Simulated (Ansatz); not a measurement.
# Cl4H2NSn: the cost of one run

Method: UKS PBE/def2-SVP, in Ansatz 0.2.0.

**1. The starting structure**

Bond lengths: Sn1–Cl2 2.660 Å, Sn1–Cl3 2.410 Å, Sn1–Cl4 2.408 Å, Sn1–Cl5 2.408 Å, Cl2–N6 2.030 Å, N6–H7 1.060 Å, N6–H8 1.060 Å. Angles: Sn1–Cl2–N6 180.0°, Cl2–Sn1–Cl3 109.4°, Cl2–Sn1–Cl4 109.5°, Cl2–Sn1–Cl5 109.5°, Cl3–Sn1–Cl4 109.5°, Cl3–Sn1–Cl5 109.5°, Cl4–Sn1–Cl5 109.5°, Cl2–N6–H7 120.0°, Cl2–N6–H8 120.0°, H7–N6–H8 120.0°.

Coordinates:

```xyz
8

Sn    0.0000    0.0000    0.0000
Cl    0.0000    0.0000    2.6600
Cl    2.2726    0.0000   -0.8025
Cl   -1.1351    1.9666   -0.8025
Cl   -1.1351   -1.9666   -0.8025
N     0.0000    0.0000    4.6900
H    -0.4960   -0.7725    5.2200
H     0.4960    0.7725    5.2200
```

**2. Pulling towards end A**

Springs on the bonds that form and break draw the guess towards this end; the thresholds are loose.

Input file input.yaml:

```yaml
crystal:
  periodic: [false, false, false]
  atoms:
    - { symbol: Sn, position_ang: [0.0, 0.0, 0.0] }
    - { symbol: Cl, position_ang: [0.0, 0.0, 2.66] }
    - { symbol: Cl, position_ang: [2.2726, 0.0, -0.8025] }
    - { symbol: Cl, position_ang: [-1.1351, 1.9666, -0.8025] }
    - { symbol: Cl, position_ang: [-1.1351, -1.9666, -0.8025] }
    - { symbol: "N", position_ang: [0.0, 0.0, 4.69] }
    - { symbol: H, position_ang: [-0.496, -0.7725, 5.22] }
    - { symbol: H, position_ang: [0.496, 0.7725, 5.22] }
magnetization:
  spin_polarized: true
  initial_magnetization: 1
basis:
  gaussian: { orbitals: def2-SVP }
hamiltonian:
  xc: pbe
relax:
  f_tol: 0.15
  max_steps: 25
  restrain:
    - { distance: [1, 5], at: 2.93, k: 30.0 }
    - { distance: [0, 1], at: 2.41, k: 30.0 }
```

On the command line:

```bash
> ansatz run input.yaml --threads 4 --pin off --max-ram 5120MiB --backend cpu --events-out ev --progress --plain --runs-dir out
```

What time and memory should one allow on 4 threads of AMD EPYC 9R45 (Zen 5), shared host?

About 10 s, with a peak of 0.32 GiB.
